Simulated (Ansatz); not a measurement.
What does this script print? It uses Ansatz 0.2.0 through its Python package.

Script `bse_opt.py`:
```python
"""Relax the BSe molecule."""

import itertools

import ansatz as az
from ase import Atoms
from ase.data import atomic_numbers, covalent_radii
import numpy as np

atoms = Atoms(["B", "Se"], positions=[
    (0.0, 0.0, 0.0),
    (0.0, 0.0, 1.93),
])
geometry = az.Crystal.molecule_from_ase(atoms)

job = geometry.calculation()
job = job.basis(gaussian="def2-TZVP").functional("PBE0")
job = job.spin("collinear", total=1)
symbols = [site.symbol for site in geometry.cartesian_sites]
start = np.array([site.position_ang for site in geometry.cartesian_sites], dtype=float)
summary = job.relax(force_tolerance=0.02).run(threads=1).report
end = np.array(summary["positions_ang"])

print(f"E = {summary['free_energy_ev']:.6f} eV = {summary['free_energy_ev'] / 27.211386246:.7f} Ha")
print("converged:", summary["converged"], " doubts:", summary["published_state_doubts"] or "none")

# pairs closer than 1.2 times the sum of covalent radii, before or after
radius = [covalent_radii[atomic_numbers[s]] for s in symbols]
span = lambda where, i, j: np.linalg.norm(where[i] - where[j])
bonded = [(i, j) for i, j in itertools.combinations(range(len(symbols)), 2) if min(span(start, i, j), span(end, i, j)) < 1.2 * (radius[i] + radius[j])]
print("pair        before    after (A)")
for i, j in bonded:
    print(f"{symbols[i]}{i}-{symbols[j]}{j}".ljust(10), f"{span(start, i, j):8.4f} {span(end, i, j):8.4f}")
```

```console
$ python bse_opt.py
E = -66015.126637 eV = -2426.0111572 Ha
converged: True  doubts: none
pair        before    after (A)
B0-Se1       1.9300   1.7408
```

Reading the output:
- Total energies depend on the basis set; only differences at equal settings carry meaning.
- The end point is the stationary point reached from this start; no frequency run checks that it is a minimum, and the basis set is modest.
- The species is open-shell (spin multiplicity 2).
- The spin state was assumed, and another may lie lower.
- Timing: 10 s on 1 thread of Arm Neoverse V2, with other jobs on the host, peak memory 0.22 GiB.

(Lines on the test bed's own set-up are left out of the output.)
